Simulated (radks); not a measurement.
**Ag⁺ in [Ar] 3d10 4s1.5 4p6 4d10 5s0.5: an all-electron calculation**

One table from this session's results is given with a row withheld; the runs are named, their logs left out.

Method: scalar-relativistic Kohn-Sham, PBE, spin-unpolarised, spherical densities, point nucleus. Code: radks (a radial shooting solver on a logarithmic mesh, Libxc functionals) version 1.

## What is computed

* element: silver (Z = 47)
* charge: +1
* electrons: 46
* configuration: [Ar] 3d10 4s1.5 4p6 4d10 5s0.5

The first run:

The run's settings:

```text
Z 47
configuration [Ar] 3d10 4s1.5 4p6 4d10 5s0.5
relativity scalar-relativistic
functional pbe,pbe
spin unpolarised
nucleus point
c 137.035999084
```

Command:

```bash
$ python run_ks.py task.json out
```

All runs below come from this command, one after another.

One of the session's tables, all rows but one given; the rest of the session is left out.

It belongs to the step «Radial structure». Radial moments (bohr):

```
level      <r>  outermost maximum (interpolated)  90 % within  nodes
   1s  0.03111                            0.0202       0.0558      0
   2s        ?                                 ?            ?      ?
   2p   0.1177                            0.0911        0.192      0
   3s   0.3685                             0.333        0.543      2
   3p   0.3675                             0.326        0.553      1
   3d   0.3457                             0.274        0.547      0
   4s   0.9093                             0.821         1.32      3
   4p   0.9957                             0.875         1.47      2
   4d    1.345                              1.03         2.15      1
   5s    2.763                              2.33         4.11      4
```

Estimate the missing values for 2s.

**Answer.** <r>: 0.1349; outermost maximum (interpolated): 0.114; 90 % within: 0.208; nodes: 1. In the column «<r>» it lies between 2p (0.1177) and 3d (0.3457).
